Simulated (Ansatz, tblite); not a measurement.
# The cluster In8P7F3: a ladder of methods and basis sets

One table from this session's results is given with a row withheld; the runs are named, their logs left out.

The runs use Ansatz 0.2.0, Gaussian basis; as each input shows.

Levels to be run: GFN1-xTB, GFN2-xTB, PBE-D4/def2-TZVP, r2SCAN-D4/def2-TZVP, r2SCANh-D4/def2-TZVP, B3LYP-D4/def2-TZVP, revPBE-D4/def2-TZVP, PBE-D4/def2-SVP, PBE0-D4/def2-SVP, MP2/def2-SVP, RPA/def2-SVP.

1 further run of the same task is left out (set aside as unsound or not needed).

## The relaxed structure

The singlet was relaxed beforehand with PBE-D4/def2-SVP.

18 atoms, charge 0, spin multiplicity 1.

Bond lengths: P1–P4 2.226 Å, P1–In10 2.608 Å, P1–In13 2.789 Å, P2–P4 2.200 Å, P2–In9 2.924 Å, P2–In11 2.960 Å, P2–In15 2.717 Å, P3–P4 2.172 Å, P3–In8 2.929 Å, P3–In11 2.884 Å, P3–In12 2.656 Å, P4–In13 2.976 Å, P5–In10 2.558 Å, P5–In12 2.550 Å, P5–In14 2.613 Å, P6–In11 2.870 Å, P6–In12 2.522 Å, P6–In15 2.488 Å and more. Angles: P4–P1–In10 76.9°, P4–P1–In13 71.8°, In10–P1–In13 86.4°, P4–P2–In9 83.9°, P4–P2–In11 74.9°, P4–P2–In15 80.0°, In9–P2–In11 114.0°, In9–P2–In15 157.5°, In11–P2–In15 76.7°, P4–P3–In8 83.6°, P4–P3–In11 76.9°, P4–P3–In12 77.0°, In8–P3–In11 120.7°, In8–P3–In12 146.3°, In11–P3–In12 81.5°, P1–P4–P2 109.9°, P1–P4–P3 114.7°, P1–P4–In13 62.9° and more.

In takes a core potential in the def2 sets. No spin-orbit coupling is included.

PBE0-D4/def2-TZVP was run before; its log isn't repeated, and its numbers join the tables.

The first run:

Tight binding, by tblite at 300 K electronic temperature and without a spin-polarisation term:

```python
tblite.interface.Calculator('GFN1-xTB', numbers, positions, charge=0, uhf=0).singlepoint()
```

Tight binding, by tblite at 300 K electronic temperature and without a spin-polarisation term:

```python
tblite.interface.Calculator('GFN2-xTB', numbers, positions, charge=0, uhf=0).singlepoint()
```

start.molden holds the orbitals of an earlier run on this state, given as this run's starting guess.

File in.yaml:

```yaml
crystal:
  periodic: [false, false, false]
  atoms:
    - {symbol: P, position_ang: [-0.963832, -1.653598, 1.631824]}
    - {symbol: P, position_ang: [-2.335925, 1.128629, -0.240887]}
    - {symbol: P, position_ang: [-0.575760, -1.762328, -2.050003]}
    - {symbol: P, position_ang: [-0.892381, -0.530385, -0.289197]}
    - {symbol: P, position_ang: [3.372794, -0.654548, -0.448608]}
    - {symbol: P, position_ang: [0.589544, 1.987386, -3.156168]}
    - {symbol: P, position_ang: [0.976067, 3.051835, 1.416885]}
    - {symbol: In, position_ang: [-2.067121, -3.762733, -0.516872]}
    - {symbol: In, position_ang: [-4.054401, -0.816663, 1.104584]}
    - {symbol: In, position_ang: [1.558170, -1.758831, 0.977328]}
    - {symbol: In, position_ang: [-1.903596, 0.565636, -3.114011]}
    - {symbol: In, position_ang: [1.502979, -0.109636, -2.094743]}
    - {symbol: In, position_ang: [-0.519967, 1.038339, 2.212411]}
    - {symbol: In, position_ang: [2.904941, 1.371944, 1.132628]}
    - {symbol: In, position_ang: [-0.059006, 2.498394, -0.809056]}
    - {symbol: F, position_ang: [-3.769135, -2.311437, -0.498752]}
    - {symbol: F, position_ang: [1.737728, -0.060979, 2.477327]}
    - {symbol: F, position_ang: [4.498901, 1.778994, 2.265308]}
basis:
  gaussian: {orbitals: def2-TZVP, fitting: {mean_field: def2-universal-jkfit}, initial_orbitals: start.molden}
hamiltonian: {xc: pbe, dispersion: d4}
scf: {omitted_lower_state_checks: [starts]}
output: {orbitals: {seedname: orbitals}}
```

Started as:

```
$ ansatz run in.yaml --threads 2 --pin off --events-out ev --progress --plain --max-ram 32768MiB --backend cuda --devices 0, --max-vram 18GiB
```

Among the steps run: PBE-D4/def2-TZVP; r2SCAN-D4/def2-TZVP; r2SCANh-D4/def2-TZVP; B3LYP-D4/def2-TZVP; revPBE-D4/def2-TZVP; PBE-D4/def2-SVP; PBE0-D4/def2-SVP; MP2/def2-SVP; RPA/def2-SVP.

One of the session's tables, all rows but one given; the rest of the session is left out.

It belongs to the step «Binding energy». 

| level | binding an atom (eV) |
| --- | --- |
| HF/def2-SVP | 1.285 |
| PBE-D4/def2-SVP | 2.983 |
| PBE-D4/def2-TZVP | 2.988 |
| revPBE-D4/def2-TZVP | 2.850 |
| r2SCAN-D4/def2-TZVP | 2.856 |
| r2SCANh-D4/def2-TZVP | 2.799 |
| B3LYP-D4/def2-TZVP | ? |
| PBE0-D4/def2-SVP | 2.818 |
| PBE0-D4/def2-TZVP | 2.836 |
| RPA/def2-SVP | 2.325 |
| MP2/def2-SVP | 2.606 |

**Question.** Estimate the row for B3LYP-D4/def2-TZVP.

As computed: binding an atom (eV): 2.750. In the column «binding an atom (eV)» it lies between MP2/def2-SVP (2.606) and r2SCANh-D4/def2-TZVP (2.799).

Limits of these values: Free atoms were run apart at each level; binding is atoms less cluster, divided by the number of atoms, without zero-point or spin-orbit terms.
